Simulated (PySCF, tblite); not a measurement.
# C₇H₁₅P: geometry, infrared bands and NMR shifts

What infrared bands and NMR shifts should C₇H₁₅P (`C/C=C\PC(C)(C)C`) show?

The runs use tblite 0.8.0 and PySCF 2.14.0, with density-fitted response routines of our own; the level of theory stands in each step. All values are computed, except where a source is named. Atoms count from 0, in the outputs and in this text.

**1. The molecule as given**

23 atoms, charge 0, multiplicity 1; geometry from: force field or distance geometry start.

Bonds of the start (Å): C0–C1 1.49, C1–C2 1.32, C2–P3 1.82, P3–C4 1.84, C4–C5 1.49, C4–C6 1.54, C4–C7 1.51, C0–H8 1.09, C0–H9 1.11, C0–H10 1.12, C1–H11 1.10, C2–H12 1.09, P3–H13 1.42, C5–H14 1.11, C5–H15 1.13, C5–H16 1.11, C6–H17 1.11, C6–H18 1.11, C6–H19 1.10, C7–H20 1.10, C7–H21 1.11, C7–H22 1.12.

**2. Geometry optimisation with GFN2-xTB**

Job settings and geometry (Å):

```
{"job": {"kind": "relax", "xc": "GFN2-xTB", "basis": "xTB"}, "charge": 0, "multiplicity": 1}
C      3.283600     0.573000    -0.156400
C      2.750800    -0.794000    -0.434200
C      1.488000    -1.042200    -0.729200
P      0.260900     0.295300    -0.859900
C     -1.267300     0.062400     0.145900
C     -1.213200    -1.017200     1.170300
C     -2.392200    -0.340200    -0.822900
C     -1.643600     1.418000     0.703200
H      2.799800     1.360300    -0.733300
H      3.219100     0.791200     0.935100
H      4.365100     0.635700    -0.436200
H      3.443900    -1.640800    -0.364900
H      1.219100    -2.081000    -0.895900
H      0.781000     1.620000    -0.895800
H     -1.161400    -2.038000     0.730500
H     -2.217100    -1.001200     1.694300
H     -0.472700    -0.854400     1.974700
H     -2.485300     0.390800    -1.647400
H     -3.325700    -0.374700    -0.216700
H     -2.149300    -1.311700    -1.284600
H     -2.587300     1.416500     1.277400
H     -0.843300     1.881700     1.310500
H     -1.857700     2.077500    -0.181500
```

Started as:

```bash
$ OMP_NUM_THREADS=1 python probes_run.py task.json out
```

This one command runs all jobs of the session in turn.

**Question.** This job is followed by: GFN2-xTB harmonic vibrations, gas phase; GIAO PBE0/pcSseg-1 NMR shielding, non-relativistic, gas phase. What will the session give for the following? strongest single infrared mode (GFN2-xTB); zero-point energy (GFN2-xTB); 13C shifts against TMS (PBE0/pcSseg-1, means over atoms taken as alike); 1H shifts against TMS (PBE0/pcSseg-1, means over atoms taken as alike); 31P shifts against H3PO4 (PBE0/pcSseg-1).

**Answer**, as computed:

| quantity | value |
| --- | --- |
| strongest single infrared mode (GFN2-xTB) | 2229 cm⁻¹, 187 km/mol |
| zero-point energy (GFN2-xTB) | 124.6 kcal/mol |
| 13C shifts against TMS (PBE0/pcSseg-1, means over atoms taken as alike) | 141.4, 131.0, 32.0, 31.8, 20.8 ppm |
| 1H shifts against TMS (PBE0/pcSseg-1, means over atoms taken as alike) | 6.34, 5.87, 3.93, 1.87, 1.25 ppm |
| 31P shifts against H3PO4 (PBE0/pcSseg-1) | -50.7 ppm |

Relaxing lowered the energy by 1.647 eV in 182 steps; the close pair that moved most is P3–C4, from 1.844 to 1.892 Å. All 63 modes are real, so the xTB geometry is a minimum. The strongest single mode, at 2229 cm⁻¹, moves mainly H13. GFN2-xTB is a fitted tight-binding method: band positions and strengths are rough. Its intensities can rank the bands wrongly. At PBE0/pcSseg-1: Shielding is most anisotropic at C1 (span 234 ppm, paramagnetic term -210 ppm).
